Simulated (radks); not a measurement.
# Fractional charge and spin in the 5s shell of tellurium

An exercise on one series of results from a longer session: the logs are not shown, and one member is left open.

The numbers are computed with radks (a radial shooting solver on a logarithmic mesh, Libxc functionals) version 1 (scalar-relativistic Kohn-Sham, PBE, spin-polarised, spherical densities, finite nucleus), except any that are marked as measured or tabulated.

## The atom as given

```
element            : tellurium (Z = 52)
configuration      : [Kr] 4d10 5p(up 1.5, down 1.5) 5s(up 1, down 1)
nuclear rms radius : 4.7423 fm
```

A shell typed twice in an input gives spin up, then spin down.

The first run:

The run's settings:

```text
Z 52
configuration [Kr] 4d10 5p1.5 5p1.5 5s1 5s1
relativity scalar-relativistic
functional pbe,pbe
spin polarised
nucleus finite rms 4.7423 fm
c 137.035999084
```

Steps of the session up to this table: 5s: up 1, down 1.

One table of the session follows, with a row left open; its other results are not shown here.

It belongs to the step «5s: up 1, down 1». Sizes of the orbitals, from the radial functions (bohr):

```
level     <r>  outermost maximum (interpolated)  90 % within  nodes
   3s  0.3221                             0.293        0.473      2
   3p  0.3202                             0.286        0.481      1
   3d  0.2968                             0.238        0.467      0
   4s  0.7646                             0.701         1.10      3
   4p  0.8210                             0.738         1.20      2
   4d  0.9704                             0.811         1.49      1
   5s   2.032                              1.78         2.96      4
   5p       ?                                 ?            ?      ?
```

**Question.** Estimate the row for 5p.

The run gave: <r>: 2.482; outermost maximum (interpolated): 2.11; 90 % within: 3.68; nodes: 3. In the column «<r>» it is the highest.
